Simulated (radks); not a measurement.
# The first electron to leave Ti⁶⁺

Aim: remove one electron from each of the outer sub-shells of Ti⁶⁺ ([Ne] 3s2 3p4) in turn, let the ion relax, and find the cheapest removal. The parent's configuration is the lowest that an earlier search found at this level.

Program: radks (a radial shooting solver on a logarithmic mesh, Libxc functionals) version 1. Level of theory: scalar-relativistic Kohn-Sham, BLYP, spin-polarised, spherical densities, finite nucleus; open shells are filled with parallel spins first. These are calculated values, not measurements, unless marked.

3 further runs of the same task are left out: 3 set aside as unsound or not needed.

**1. Starting point**

* element: titanium (Z = 22)
* charge: +6
* electrons: 16
* configuration: [Ne] 3s2 3p4
* nuclear rms radius: 3.5921 fm

The outer shells:

Ti⁶⁺
```
[Ne] core
3s [↑↓]
3p [↑↓][↑ ][↑ ]
```

**2. The parent, Ti⁶⁺**

From an earlier run at this level the parent has E = -842.442853 hartree and these outer levels (eV):

```
  level  occupation  energy (eV)
  2s up           1      -646.24
2s down           1      -645.51
  2p up           3      -554.31
2p down           3      -553.25
  3s up           1      -158.94
3s down           1      -154.98
  3p up           3      -133.72
3p down           1      -129.89
```

**3. Remove 3p: [Ne] 3s2 3p3**

Settings of this run:

```text
Z 22
configuration [Ne] 3s2 3p3
relativity scalar-relativistic
functional b88,lyp
spin polarised
nucleus finite rms 3.5921 fm
c 137.035999084
```

**4. Remove 3s: [Ne] 3s1 3p4**

Input: that of step 3 with these lines changed.

```diff
@@ -1,3 +1,3 @@
 Z 22
-configuration [Ne] 3s2 3p3
+configuration [Ne] 3s1 3p4
 relativity scalar-relativistic
```

**5. Remove 2p: [He] 2s2 2p5 3s2 3p4**

Input: that of step 4 with these lines changed.

```diff
@@ -1,3 +1,3 @@
 Z 22
-configuration [Ne] 3s1 3p4
+configuration [He] 2s2 2p5 3s2 3p4
 relativity scalar-relativistic
```

**6. Remove 2s: [He] 2s1 2p6 3s2 3p4**

Settings of this run:

```text
Z 22
configuration [He] 2s1 2p6 3s2 3p4
relativity scalar-relativistic
functional b88,lyp
spin polarised
nucleus finite rms 3.5921 fm
c 137.035999084
```

Q: Predict the outcome of this session. Wanted: for each run, case; final configuration; Δ-SCF; −ε of the level emptied.

The runs gave:

```
     case   final configuration  Δ-SCF (eV)  −ε of the level emptied (eV)
remove 3p          [Ne] 3s2 3p3      140.41                        129.89
remove 3s          [Ne] 3s1 3p4      165.72                        154.98
remove 2p  [He] 2s2 2p5 3s2 3p4      584.65                        553.25
remove 2s  [He] 2s1 2p6 3s2 3p4      673.27                        645.51
```

In words: The 3p electron leaves first, at 140.41 eV; the next cheapest, 3s, costs 165.72 eV. 3p is also the highest occupied level of the parent. NIST lists 140.7 eV (semi-empirical), between the same two configurations. Open shells are spherical and high-spin; term and fine-structure splittings are not resolved.
